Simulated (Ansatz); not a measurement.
# Cl2HNSi: the cost of one run

Method: PBE0-D4/def2-TZVP structures, single points in def2-TZVPP, no counterpoise correction; program: Ansatz 0.2.0, Gaussian basis.

Levels: SPW92, PBE-D4, BLYP-D4, r2SCAN-D4, B97M-V, PBE0-D4, B3LYP-D4, r2SCAN0-D4, BHLYP-D4, CAM-B3LYP-D4, wB97X-V, wB97M-V, B2PLYP, PBE-QIDH, RPA on PBE, Hartree-Fock, MP2, CCSD, CCSD(T).

Cores are frozen in the correlated methods. B3LYP uses VWN-RPA correlation. B2PLYP carries no dispersion term here.

56 further runs of the same task are left out: 56 set aside as unsound or not needed. Runs told in other sessions of the task aren't counted.

**1. The starting structure**

The complex: 10 atoms, charge 0, spin multiplicity 1.

Atoms are counted from 1 here; the program's logs count them from 0.

Bond lengths: Si1–N3 1.579 Å, Si1–Cl5 2.024 Å, Si1–Cl6 2.005 Å, C2–H4 1.091 Å, C2–H7 1.091 Å, C2–H8 1.089 Å, C2–H9 1.090 Å, N3–H10 1.011 Å. Angles: N3–Si1–Cl5 131.7°, N3–Si1–Cl6 119.8°, Cl5–Si1–Cl6 108.5°, H4–C2–H7 110.4°, H4–C2–H8 109.5°, H4–C2–H9 109.0°, H7–C2–H8 109.5°, H7–C2–H9 108.8°, H8–C2–H9 109.6°, Si1–N3–H10 121.2°.

As a file:

```
Si   -1.6315    0.5722   -0.0242
C     1.7177   -0.3924    0.2442
N    -2.1659   -0.7852   -0.6272
H     0.8942   -1.0191   -0.1022
Cl   -1.0720    2.3088   -0.9015
Cl   -1.4658    0.7821    1.9630
H     1.5896    0.6323   -0.1077
H     1.7492   -0.4017    1.3330
H     2.6533   -0.7861   -0.1520
H    -2.2689   -0.9109   -1.6252
```

Its parts: Cl₂HNSi holds atoms 1, 3, 5, 6, 10; CH₄ holds atoms 2, 4, 7, 8, 9. Each part counts its atoms afresh in its own runs.

**2. Relaxing Cl₂HNSi alone**

Contents of relax-a/in.yaml:

```yaml
crystal:
  periodic: [false, false, false]
  atoms:
    - {symbol: Si, position_ang: [-1.631478, 0.572191, -0.024175]}
    - {symbol: N, position_ang: [-2.165926, -0.785199, -0.627213]}
    - {symbol: Cl, position_ang: [-1.072044, 2.308800, -0.901459]}
    - {symbol: Cl, position_ang: [-1.465771, 0.782133, 1.962961]}
    - {symbol: H, position_ang: [-2.268906, -0.910888, -1.625160]}
basis:
  gaussian: {orbitals: def2-TZVP}
hamiltonian: {xc: pbe0, dispersion: d4}
relax: {f_tol: 0.005, max_steps: 200}
```

Run with:

```
$ ansatz run in.yaml --threads 8 --pin off --events-out ev --progress --plain --max-ram 19148MiB
```

**Question.** How long does this run take on 8 threads of Arm Neoverse V1, shared host?

About 5.5 s.
